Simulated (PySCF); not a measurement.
# CH5GeO (SMILES [CH3][GeH][OH]) at UBLYP/def2-TZVP

What is the vertical ionisation energy of CH5GeO at UBLYP/def2-TZVP? Input form: a Python script.

Program for the calculation: PySCF 2.14.0.

### Step 1. The structure to begin with

CH5GeO has 8 atoms, charge 0, and is taken as a doublet. SMILES: `[CH3][GeH][OH]`. Geometry: relaxed at PBE0-D4/def2-TZVP. This is one conformer, not always the lowest.

Bond lengths: C1–Ge2 1.954 Å, Ge2–O3 1.792 Å, C1–H4 1.090 Å, C1–H5 1.092 Å, C1–H6 1.090 Å, Ge2–H7 1.564 Å, O3–H8 0.960 Å. Angles: C1–Ge2–O3 103.5°, C1–Ge2–H7 112.3°, O3–Ge2–H7 107.9°, Ge2–C1–H4 110.3°, Ge2–C1–H5 108.7°, Ge2–C1–H6 109.9°, Ge2–O3–H8 112.7°, H4–C1–H5 109.5°, H4–C1–H6 109.3°, H5–C1–H6 109.1°.

### Step 2. A single-point energy at UBLYP/def2-TZVP

The input, job.py:

```python
# [CH3][GeH][OH]
from pyscf import gto, dft

molecule = gto.Mole()
molecule.atom = '''
C       -0.669700       0.837400      -0.542800
Ge       0.882200      -0.278900      -0.139000
O        0.160100      -1.768900       0.546400
H       -0.349800       1.807700      -0.923500
H       -1.247600       0.978300       0.373300
H       -1.296000       0.347300      -1.287700
H        1.802100       0.357700       0.954000
H        0.810900      -2.337900       0.963600
'''
molecule.basis = 'def2-tzvp'
molecule.max_memory = 1860
molecule.spin = 1
molecule.verbose = 3
molecule.build()

mf = dft.UKS(molecule, xc='blyp')
mf.grids.level = 0
mf.conv_tol = 1e-10
mf.kernel()
if not mf.converged:
    mf = mf.newton().run(mf.mo_coeff, mf.mo_occ)

e_final = mf.e_tot
print('E = %.10f Eh' % e_final)
```

Command:

```
$ OMP_NUM_THREADS=1 python job.py
```

Log:

```text
converged SCF energy = -2193.3798010473  <S^2> = 0.75109909  2S+1 = 2.0010988
E = -2193.3798010473 Eh
```

Run time: 6 s. Hardware: 1 thread of Arm Neoverse V1, shared host; peak memory 0.55 GiB.

### Step 3. The singlet cation

The input, run.py:

```python
from pyscf import gto, dft

mol = gto.Mole()
mol.atom = '''
C   -0.669700   0.837400  -0.542800
Ge   0.882200  -0.278900  -0.139000
O    0.160100  -1.768900   0.546400
H   -0.349800   1.807700  -0.923500
H   -1.247600   0.978300   0.373300
H   -1.296000   0.347300  -1.287700
H    1.802100   0.357700   0.954000
H    0.810900  -2.337900   0.963600
'''
mol.charge = 1
mol.max_memory = 1860
mol.basis = 'def2-tzvp'
mol.verbose = 3
mol.build()

myscf = dft.RKS(mol, xc='blyp')
myscf.conv_tol = 1e-10
myscf.grids.level = 0
myscf.kernel()
if not myscf.converged:
    myscf = myscf.newton().run(myscf.mo_coeff, myscf.mo_occ)

etot = myscf.e_tot
print(f'total energy: {etot:.8f} hartree')
```

Command:

```
$ OMP_NUM_THREADS=1 python run.py
```

Log:

```text
converged SCF energy = -2193.09923018063
total energy: -2193.09923018 hartree
```

It took 4.8 s on 1 thread of Arm Neoverse V1, shared host; peak memory 0.54 GiB.

### Step 4. Summary of results

Level: UBLYP/def2-TZVP.

```
                                          quantity           value
                      doublet CH5GeO: total energy  -2193.37980 Eh
                     doublet CH5GeO: dipole moment          0.73 D
doublet CH5GeO: HOMO energy (highest over α and β)        -4.36 eV
 doublet CH5GeO: LUMO energy (lowest over α and β)        -3.31 eV
                              doublet CH5GeO: ⟨S²⟩           0.751
                      singlet cation: total energy  -2193.09923 Eh
                       singlet cation: HOMO energy       -13.66 eV
                       singlet cation: LUMO energy       -10.87 eV
                     singlet cation: HOMO–LUMO gap         2.79 eV
vertical ionisation energy (to the singlet cation)        7.635 eV
```

What this shows: The vertical ionisation energy comes to 7.63 eV (176 kcal/mol). Only the singlet of the ionised species was computed; a triplet could lie lower. Mulliken charges (doublet CH5GeO) run from -0.50 on O3 to +0.32 on Ge2; they depend strongly on the basis. Mulliken charges (singlet cation) run from -0.39 on C1 to +0.66 on Ge2.
